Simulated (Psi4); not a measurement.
**C8H20O4W (SMILES CC[O][W]([O]CC)([O]CC)[O]CC), run twice**

Aim: the energy of C8H20O4W at UB2PLYP-D3M(0)/def2-SVP (core potential, density fitting for correlation).

The calculation is run with Psi4 1.11.

1 further run of the same task is left out (set aside as unsound or not needed).

## Step 1: The molecule

C8H20O4W: 33 atoms, total charge 0, spin state triplet. SMILES: `CC[O][W]([O]CC)([O]CC)[O]CC`. Geometry: a GFN2-xTB relaxation, a rough one for these elements and not checked as a minimum. This is one conformer, not always the lowest.

Some bond lengths: W1–O2 1.788 Å, O2–C3 1.384 Å, C3–C4 1.531 Å, W1–O10 2.042 Å, O10–C11 1.384 Å, C11–C12 1.542 Å, W1–O18 1.779 Å, O18–C19 1.380 Å, C19–C20 1.532 Å, W1–O26 2.000 Å, O26–C27 1.386 Å, C27–C28 1.533 Å, C3–H5 1.105 Å, C3–H6 1.104 Å, C4–H7 1.087 Å, C4–H8 1.094 Å. Some angles: W1–O2–C3 150.5°, O2–W1–O10 89.3°, O2–W1–O18 178.0°, O2–W1–O26 89.0°, O10–W1–O18 90.4°, O10–W1–O26 174.5°, O18–W1–O26 91.5°, O2–C3–C4 108.3°, W1–O10–C11 118.4°, O10–C11–C12 113.0°.

## Step 2: The input as first written

File c8h20o4w.inp:

```
memory 3300 MB

molecule m {
  0 3
  W     -0.009780    -0.118030    -0.143890
  O     -1.019440     1.357310    -0.119220
  C     -1.252740     2.650280     0.314930
  C     -0.683910     2.791800     1.729200
  H     -2.335940     2.867570     0.304440
  H     -0.748170     3.359100    -0.364600
  H     -0.756460     3.816530     2.085140
  H      0.364000     2.480540     1.698160
  H     -1.231090     2.132270     2.404560
  O      1.643530     1.037730     0.170060
  C      2.542840     1.197860    -0.870060
  C      1.920470     0.920820    -2.253920
  H      3.410750     0.523470    -0.729180
  H      2.927580     2.235180    -0.857940
  H      2.631970     1.146670    -3.048570
  H      1.034890     1.559200    -2.381630
  H      1.628360    -0.142240    -2.330240
  O      0.995210    -1.585760    -0.105940
  C      1.958930    -2.476330     0.321190
  C      2.355760    -2.098990     1.751660
  H      2.838260    -2.418540    -0.344390
  H      1.562340    -3.506570     0.286710
  H      3.159730    -2.730650     2.121020
  H      1.482680    -2.201720     2.399320
  H      2.673320    -1.053940     1.756430
  O     -1.633390    -1.180110    -0.630300
  C     -2.897340    -1.057420    -0.074090
  C     -3.933090    -1.876600    -0.853530
  H     -3.208020     0.008880    -0.075190
  H     -2.885980    -1.407900     0.978070
  H     -4.917920    -1.770110    -0.405310
  H     -3.647930    -2.925440    -0.848110
  H     -3.969440    -1.534850    -1.884780
}

set basis def2-SVP
set reference uks
set scf_type direct
set num_frozen_docc 12
set maxiter 6

E, wfn = energy('b2plyp-d3m', return_wfn=True)
```

The run is started by

```sh
$ psi4 -n 1 c8h20o4w.inp c8h20o4w.out
```

c8h20o4w.out:

```text
Psi4 1.11 release

   => Loading Basis Set <=

    Name: DEF2-SVP
    Role: ORBITAL
    Keyword: BASIS

    !!!  WARNING: ECP capability is in beta. Please check occupations closely.  !!!

   => B2PLYP-D3M: Empirical Dispersion <=

        s6 =       0.640000
        s8 =       0.717543
       sr6 =       1.313134
      beta =       0.016035

         ---------------------------------------------------------
                                   SCF
                              UKS Reference
                        1 Threads,   3147 MiB Core
         ---------------------------------------------------------

  ==> Geometry <==

    Molecular point group: c1
    Full point group: C1

    Geometry (in Angstrom), charge = 0, multiplicity = 3:

       Center              X                  Y                   Z               Mass
    ------------   -----------------  -----------------  -----------------  -----------------
         W           -0.004615473915    -0.045011180515    -0.045349932826   183.950930920000
         O           -1.014275473915     1.430328819485    -0.020679932826    15.994914619570
         C           -1.247575473915     2.723298819485     0.413470067174    12.000000000000
[... 29 lines of this table left out ...]
         H           -3.964275473915    -1.461831180515    -1.786239932826     1.007825032230

[... 92 lines left out ...]
    Weights Tolerance      =       1.00E-15
[... 56 lines left out ...]
                           Total Energy        Delta E     RMS |[F,P]|

   @DF-UKS iter SAD:  -680.69475705122841   -6.80695e+02   0.00000e+00
   @DF-UKS iter   1:  -681.92000208797720   -1.22525e+00   4.70108e-03 ADIIS/DIIS
   @DF-UKS iter   2:  -679.57596647365415    2.34404e+00   9.02200e-03 ADIIS/DIIS
   @DF-UKS iter   3:  -682.79430655560373   -3.21834e+00   1.56909e-03 ADIIS/DIIS
   @DF-UKS iter   4:  -682.91750303638605   -1.23196e-01   3.10850e-04 ADIIS/DIIS
   @DF-UKS iter   5:  -682.93282121139555   -1.53182e-02   2.25942e-04 ADIIS/DIIS
   @DF-UKS iter   6:  -682.94027106266719   -7.44985e-03   1.30581e-04 ADIIS/DIIS

PsiException: Could not converge SCF iterations in 6 iterations.

  UHF NO Occupations:
  HONO-2 :   56  A 1.9981603
  HONO-1 :   57  A 1.0000000
  HONO-0 :   58  A 1.0000000
  LUNO+0 :   59  A 0.0018397
  LUNO+1 :   60  A 0.0009164
  LUNO+2 :   61  A 0.0003920
  LUNO+3 :   62  A 0.0003342

PsiException: Could not converge SCF DF preiterations in 6 iterations.

psi4.driver.p4util.exceptions.SCFConvergenceError: Could not converge SCF DF preiterations in 6 iterations.

Printing out the relevant lines from the Psithon --> Python processed input file:
    core.set_global_option("BASIS", "def2-SVP")
    core.set_global_option("REFERENCE", "uks")
    core.set_global_option("SCF_TYPE", "direct")
    core.set_global_option("NUM_FROZEN_DOCC", 12)
    core.set_global_option("MAXITER", 6)
--> E, wfn = energy('b2plyp-d3m', return_wfn=True)

!-----------------------------------------------------------!
!                                                           !
!  Could not converge SCF DF preiterations in 6 iterations. !
!                                                           !
!-----------------------------------------------------------!

    Psi4 run time: 0:01:13.30
```

It took 74 s on 1 thread of Intel Xeon Platinum 8488C (Sapphire Rapids), shared host; peak memory 2.4 GiB.

## Step 3: Diagnosis

No converged result was reached.

The telling line is `Could not converge SCF DF preiterations in 6 iterations.`. The cause is that the iteration cap is too low for convergence. To mend it: iteration cap at its default in place of 6.

## Step 4: Try two

File input.in:

```
memory 3300 MB

molecule molecule1 {
  0 3
  W     -0.009780    -0.118030    -0.143890
  O     -1.019440     1.357310    -0.119220
  C     -1.252740     2.650280     0.314930
  C     -0.683910     2.791800     1.729200
  H     -2.335940     2.867570     0.304440
  H     -0.748170     3.359100    -0.364600
  H     -0.756460     3.816530     2.085140
  H      0.364000     2.480540     1.698160
  H     -1.231090     2.132270     2.404560
  O      1.643530     1.037730     0.170060
  C      2.542840     1.197860    -0.870060
  C      1.920470     0.920820    -2.253920
  H      3.410750     0.523470    -0.729180
  H      2.927580     2.235180    -0.857940
  H      2.631970     1.146670    -3.048570
  H      1.034890     1.559200    -2.381630
  H      1.628360    -0.142240    -2.330240
  O      0.995210    -1.585760    -0.105940
  C      1.958930    -2.476330     0.321190
  C      2.355760    -2.098990     1.751660
  H      2.838260    -2.418540    -0.344390
  H      1.562340    -3.506570     0.286710
  H      3.159730    -2.730650     2.121020
  H      1.482680    -2.201720     2.399320
  H      2.673320    -1.053940     1.756430
  O     -1.633390    -1.180110    -0.630300
  C     -2.897340    -1.057420    -0.074090
  C     -3.933090    -1.876600    -0.853530
  H     -3.208020     0.008880    -0.075190
  H     -2.885980    -1.407900     0.978070
  H     -4.917920    -1.770110    -0.405310
  H     -3.647930    -2.925440    -0.848110
  H     -3.969440    -1.534850    -1.884780
  units angstrom
}

set globals {
  basis def2-SVP
  reference uks
  scf_type direct
  num_frozen_docc 12
}

energy("b2plyp-d3mzero")
print_variables()
```

The run is started by

```sh
$ psi4 input.in input.out -n 1
```

input.out:

```text
[...]
    !!!  WARNING: ECP capability is in beta. Please check occupations closely.  !!!
[...]
  Running in c1 symmetry.
[...]
  Nuclear repulsion = 1015.143840471250542
[...]
  Multiplicity = 3
[...]
  Nalpha       = 58
  Nbeta        = 56
[...]
    Number of basis functions: 300
[...]
   @DF-UKS iter   1:  -681.92000208797720   -1.22525e+00   4.70108e-03 DIIS/ADIIS
[...]
   @UKS iter  17:  -682.95996799606189   -5.47075e-08   4.00025e-07 DIIS
[...]
   @S^2 Observed:                2.009947043E+00
[...]
    Orbital Energies [Eh]
    ---------------------
    Alpha Occupied:
       1A    -19.748168     2A    -19.743378     3A    -19.675500
       4A    -19.675114     5A    -10.690426     6A    -10.685895
       7A    -10.657869     8A    -10.647817     9A    -10.622227
      10A    -10.620491    11A    -10.615437    12A    -10.592255
      13A     -3.249324    14A     -1.848045    15A     -1.839677
      16A     -1.825802    17A     -1.170944    18A     -1.132393
      19A     -1.088711    20A     -1.074712    21A     -0.862128
      22A     -0.843752    23A     -0.834427    24A     -0.815642
      25A     -0.740104    26A     -0.701575    27A     -0.683738
      28A     -0.666062    29A     -0.603021    30A     -0.575729
      31A     -0.561741    32A     -0.559204    33A     -0.534840
      34A     -0.528738    35A     -0.522186    36A     -0.518154
[...]
  @UKS Final Energy:  -682.95996799606189
   => Energetics <=
    Nuclear Repulsion Energy =           1015.1438404712505417
    One-Electron Energy =               -2971.8716255584467945
    Two-Electron Energy =                1318.3272507721744660
    DFT Exchange-Correlation Energy =     -44.5325964186310088
    Empirical Dispersion Energy =          -0.0268372624092755
    VV10 Nonlocal Energy =                  0.0000000000000000
    Total Energy =                       -682.9599679960620051
[...]
 Multipole Moments:
 ------------------------------------------------------------------------------------
     Multipole            Electronic (a.u.)      Nuclear  (a.u.)        Total (a.u.)
 ------------------------------------------------------------------------------------
 L = 1.  Multiply by 2.5417464519 to convert [e a0] to [Debye]
 Dipole X            :         -0.3172566            0.7890853            0.4718288
 Dipole Y            :         -8.1703592            8.4112757            0.2409165
 Dipole Z            :         -8.9462202            9.2447248            0.2985045
 Magnitude           :                                                    0.6080856
[...]
```

Run time: 4.1 min. Hardware: 1 thread of Intel Xeon Platinum 8488C (Sapphire Rapids), shared host; peak memory 2.4 GiB.

## Step 5: Summary of results

Level: UB2PLYP-D3M(0)/def2-SVP (core potential, density fitting for correlation).

```
                                                quantity          value
                                            total energy  -683.68862 Eh
HOMO energy (SCF part's orbitals) (highest over α and β)       -6.73 eV
 LUMO energy (SCF part's orbitals) (lowest over α and β)       -0.89 eV
                                       dispersion energy  -70.46 kJ/mol
                                                    ⟨S²⟩          2.010
```
